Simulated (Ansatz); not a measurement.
# CH2BFO: the cost of one run

Program: Ansatz 0.2.0. Level of theory: RKS B3LYP-D4/def2-SVPD. These are calculated values, not measurements.

## (1) Starting point

Bond lengths: F1–C2 1.322 Å, C2–B3 1.553 Å, C2–O4 1.418 Å, B3–O4 1.523 Å, C2–H5 1.123 Å, B3–H6 1.197 Å. Angles: F1–C2–B3 114.3°, F1–C2–O4 115.0°, F1–C2–H5 119.4°, B3–C2–O4 61.5°, B3–C2–H5 121.8°, O4–C2–H5 110.5°, C2–B3–O4 54.9°, C2–B3–H6 137.8°, O4–B3–H6 143.3°, C2–O4–B3 63.6°.

Coordinates:

```xyz
6

F    -1.4482    0.0088   -0.8986
C    -0.1909   -0.1847   -0.5394
B     0.1418    0.2855    0.9027
O     0.5746    0.9975   -0.3723
H     0.4148   -0.9758   -1.0580
H     0.5500   -0.1953    1.9195
```

## (2) Relaxing end A

input.yaml

```yaml
crystal:
  periodic: [false, false, false]
  atoms:
    - { symbol: F, position_ang: [-1.4482, 0.0088, -0.8986] }
    - { symbol: C, position_ang: [-0.1909, -0.1847, -0.5394] }
    - { symbol: B, position_ang: [0.1418, 0.2855, 0.9027] }
    - { symbol: O, position_ang: [0.5746, 0.9975, -0.3723] }
    - { symbol: H, position_ang: [0.4148, -0.9758, -1.058] }
    - { symbol: H, position_ang: [0.55, -0.1953, 1.9195] }
basis:
  gaussian: { orbitals: def2-SVPD }
hamiltonian:
  xc: b3lyp
  dispersion: d4
relax:
  f_tol: 0.02
  max_steps: 50
```

Started as:

```bash
ansatz run input.yaml --threads 2 --pin off --max-ram 3072MiB --backend cpu --events-out ev --progress --plain --runs-dir out
```

Q: Estimate wall time and peak memory on 2 threads of Intel Xeon Platinum 8488C (Sapphire Rapids), shared host.

About 11 s, with a peak of 0.19 GiB.
